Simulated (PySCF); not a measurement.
# SiSe+: bond curves at several levels of theory

What are the lowest state that PBE0 finds, the bond length, vibrational wavenumber and bond energy of SiSe+, and how much do these hang on the method?

Method: Si 6-31G(d,p), Se 6-31G(d,p), no relativity; program: PySCF 2.14.0.

## 1. Input

The job is set up so:

| Property | Result |
| --- | --- |
| atoms | Si, Se |
| charge | 1 |
| basis | Si 6-31G(d,p), Se 6-31G(d,p) |
| Hamiltonian | no relativity |
| basis functions | 50 |
| electrons treated | 47 |
| masses in u | 27.9769, 79.9165 |
| levels | PBE0, PBE, r²SCAN, M06-L, B3LYP, r²SCANh, CAM-B3LYP, HF, MP2, SCS-MP2, CCSD, CCSD(T) |
| grid | 80 radial by 434 angular points |
| occupations | held fixed by the projection of orbital angular momentum |
| dissociation limit | Si+ + Se, each in its ground configuration |
| starting distance in angstrom | 2.330 |
| values of 2S to try | 1, 3 |

Launch:

```sh
> OMP_NUM_THREADS=1 python dia.py task.json out
```

Further steps of the session: PBE0 along the bond; Excited determinants; PBE (GGA); r²SCAN; M06-L; B3LYP (global hybrid GGA); r²SCANh; CAM-B3LYP; UHF; Correlated methods on the Hartree–Fock reference.

Before running it: what results should come out? Wanted: for each run, Re; ωe; De; μ.

**Answer**, as computed:

Lowest PBE0 solution found, without spin–orbit coupling: ²Π (doublet), unpaired electrons π ↑. State 2 has its PBE0 minimum 0.23 eV higher. State 3 has its PBE0 minimum 2.40 eV higher. The other levels ran on the lowest alone.

```tsv
level	Re (Å)	ωe (cm⁻¹)	De (eV)	μ (D)
UHF	2.197	491	2.05	-4.84
UHF-MP2	2.208	482	3.18	n/a
UHF-SCS-MP2	2.211	478	3.09	n/a
UHF-CCSD	2.214	472	3.08	n/a
UHF-CCSD(T)	2.224	458	3.24	n/a
PBE	2.243	443	4.01	-4.08
r²SCAN	2.221	461	3.84	-4.11
M06-L	2.211	464	3.92	-3.84
r²SCANh	2.213	469	3.73	-4.17
B3LYP	2.232	453	3.64	-4.32
PBE0	2.212	471	3.71	-4.23
CAM-B3LYP	2.204	479	3.49	-4.39
```

De is counted to Si+ + Se in their ground configurations. A positive dipole points from Si to Se; in an ion it is taken about the centre of mass and does not tell which atom is negative.

In words: Bond lengths run from 2.197 Å (UHF) to 2.243 Å (PBE). Among the levels with a De in the table, it runs from 2.05 eV (UHF) to 4.01 eV (PBE).

Correlated steps freeze 14 core orbitals. T1 is 0.020 near the minimum (highest on the curve 0.085), which may point to more than one leading configuration.
